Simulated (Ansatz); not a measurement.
# Cu3Pd: the cost of one run

Method: DFT PBEsol, scalar-relativistic, in Ansatz 0.2.0.

**1. The structure to begin with**

The structure is cubic, space group Pm-3m (No. 221). Conventional cell: a = 3.722 Å, b = 3.722 Å, c = 3.722 Å, α = 90.00°, β = 90.00°, γ = 90.00°. Cu (site symmetry 4/mmm) has 8 Cu at 2.63 Å and 4 Pd at 2.63 Å in its first shell of neighbours. Pd (site symmetry m-3m) is surrounded by 12 Cu at 2.63 Å.

Structure file:

```
CELL_PARAMETERS angstrom
3.72200 0.00000 0.00000
0.00000 3.72200 0.00000
0.00000 0.00000 3.72200
ATOMIC_POSITIONS crystal
Cu 0.00000 0.50000 0.50000
Cu 0.50000 0.00000 0.50000
Cu 0.50000 0.50000 0.00000
Pd 0.00000 0.00000 0.00000
```

Atoms are numbered in the order of the input: Cu1, Cu2, Cu3, Pd4.

**2. The deformed structure**

Space group Pm-3m before, P4/mmm after.

**3. Full-potential LAPW**

File input.yaml:

```yaml
crystal:
  lattice:
    - [3.68478, 0.0, 0.0]
    - [0.0, 3.68478, 0.0]
    - [0.0, 0.0, 3.722]
  atoms:
    - { symbol: Cu, position: [0.0, 0.5, 0.5] }
    - { symbol: Cu, position: [0.5, 0.0, 0.5] }
    - { symbol: Cu, position: [0.5, 0.5, 0.0] }
    - { symbol: Pd, position: [0.0, 0.0, 0.0] }
kpoints:
  mp_grid: { grid: [9, 9, 9] }
  band_path:
    path:
      - [0.0, 0.0, 0.0]
      - [0.0, 0.5, 0.0]
      - [0.5, 0.5, 0.0]
      - [0.0, 0.0, 0.0]
      - [0.0, 0.0, 0.5]
      - [0.0, 0.5, 0.5]
      - [0.5, 0.5, 0.5]
      - [0.0, 0.0, 0.5]
      - [0.0, 0.5, 0.0]
    npoints: 5
scf:
  occupations: { method: fermi_dirac, width: 0.05 }
hamiltonian:
  xc: pbesol
  pseudopotentials: { kind: all_electron, lapw: { basis_error: 0.0005 } }
output:
  forces: true
  stress: true
  eigenvalues: true
```

On the command line:

```bash
$ ansatz run input.yaml --threads 1 --pin off --max-ram 4096MiB --backend cpu --events-out ev --progress --plain --runs-dir out
```

**Question.** How long does this run take on 1 thread of Intel Xeon 6975P-C (Granite Rapids), shared host, and how much memory does it need?

About 54 s, with a peak of 0.88 GiB.
